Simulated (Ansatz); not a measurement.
# ZrB: the cost of one run

Method: DFT LDA, scalar-relativistic, plane waves, PAW, in Ansatz 0.2.0.

15 further runs of the same task are left out: 15 set aside as unsound or not needed.

### 1 The structure to begin with

It takes space group Fm-3m (No. 225, cubic). The conventional cell has a = 4.831 Å, b = 4.831 Å, c = 4.831 Å, α = 90.00°, β = 90.00°, γ = 90.00°. Around Zr (site symmetry m-3m) lie 6 B at 2.42 Å. Around B (site symmetry m-3m) lie 6 Zr at 2.42 Å.

Coordinates:

```
Zr B
1.0
     0.00000    2.41539    2.41539
     2.41539    0.00000    2.41539
     2.41539    2.41539    0.00000
Zr B
1 1
Direct
  0.00000 0.00000 0.00000
  0.50000 0.50000 0.50000
```

It is the result of an earlier relaxation at this level (volume 14.09 Å³/atom; gap on the mesh: none (metal)).

### 2 What is varied

The energy is mapped over volume and the cell's shape.

First coordinate, volume per atom: 7 values from 12.40 to 15.78 Å³. Second coordinate, c/a of the conventional cell: 7 values from 0.834 to 1.200.

Nothing else is relaxed (symmetry fixes all fractional coordinates). Energies count from the relaxed crystal. Points are written as (first, second).

### 3 Grid point (12.40 Å³, 0.941)

input.yaml

```yaml
crystal:
  lattice:
    - [0.0, 2.361966016, 2.2228462177]
    - [2.361966016, 0.0, 2.2228462177]
    - [2.361966016, 2.361966016, 0.0]
  atoms:
    - { symbol: Zr, position: [0.0, 0.0, 0.0] }
    - { symbol: B, position: [0.5, 0.5, 0.5] }
basis:
  ecutwfc: 520.0
kpoints:
  mp_grid: { grid: [18, 18, 18] }
hamiltonian:
  xc: lda
scf:
  occupations: { method: gaussian, width: 0.15 }
output:
  forces: true
  stress: true
  eigenvalues: true
```

Launch:

```
> ansatz run input.yaml --threads 1 --pin off --max-ram 2048MiB --backend cpu --events-out ev --progress --plain --runs-dir out
```

Q: Estimate wall time and peak memory on 1 thread of Arm Neoverse V1, shared host.

About 12 s, with a peak of 0.45 GiB.
